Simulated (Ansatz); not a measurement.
Run this with Ansatz 0.2.0 through its Python package and show what comes out.

Input file `c2h4bbr.xyz`:
```text
8

C     0.28420    1.00940   -0.78820
C    -0.43580    0.27250    0.05250
B     0.13630   -1.07520    0.55510
Br   -0.79680   -2.19880    1.84400
H    -0.20320    1.97840   -1.15810
H     1.22020    0.79370   -1.16840
H    -1.38720    0.58210    0.40530
H     1.27450   -1.41910    0.20210
```

The script, `c2h4bbr_energy.py`:
```python
"""Electronic structure of the C2H4BBr molecule."""

import warnings

import ansatz as az

warnings.simplefilter("ignore", az.DeckWarning)

geometry = az.Crystal.molecule_from_extxyz("c2h4bbr.xyz")

setup = geometry.calculation()
setup = setup.basis(gaussian="def2-SVP").functional("b3lyp")
trace = []
done = setup.session().plan().execute(on_event=trace.append)
r = done.report
for event in trace:
    if event["event"] == "mean_field_evaluation" and event["data"]["evaluation"] <= 25:
        print("pass {evaluation:3d}  E = {energy_ev:.6f} eV  gradient {gradient_ev:.1e}".format(**event["data"]))

print(f"E = {r['free_energy_ev']:.6f} eV = {r['free_energy_ev'] / 27.211386246:.7f} Ha")
print("converged:", r["converged"], " doubts:", r["published_state_doubts"] or "none")
```

```console
$ python c2h4bbr_energy.py
pass   1  E = -72846.968207 eV  gradient 4.3e+01
pass   2  E = -72843.520474 eV  gradient 5.5e+01
pass   3  E = -72852.088294 eV  gradient 4.3e+00
pass   4  E = -72852.105986 eV  gradient 3.8e+00
pass   5  E = -72852.139088 eV  gradient 1.2e+00
pass   6  E = -72852.142796 eV  gradient 2.0e-01
pass   7  E = -72852.213165 eV  gradient 3.3e-01
pass   8  E = -72852.213460 eV  gradient 1.5e-01
pass   9  E = -72852.213504 eV  gradient 9.0e-02
pass  10  E = -72852.213527 eV  gradient 1.2e-02
pass  11  E = -72852.213528 eV  gradient 1.3e-03
pass  12  E = -72852.213528 eV  gradient 1.5e-03
pass  13  E = -72852.213528 eV  gradient 3.0e-04
pass  14  E = -72852.213528 eV  gradient 7.3e-05
pass  15  E = -72852.213528 eV  gradient 7.4e-05
pass  16  E = -72852.213528 eV  gradient 7.4e-05
E = -72852.213760 eV = -2677.2694747 Ha
converged: True  doubts: none
```

Caveats:
- Total energies depend on the basis set; only differences at equal settings carry meaning.
- The geometry is a force-field or estimated start, not a minimum of this method, and the basis set is short of its limit.
- b3lyp holds the VWN-RPA fit, as in Gaussian; the form of ORCA and Turbomole is b3lyp5.
- Early passes use coarser integrals and grids, so their energies can't be compared with the last.
- Timing: 2.2 s on 1 thread of AMD EPYC 9B14 (Zen 4), with other jobs on the host, peak memory 0.24 GiB.
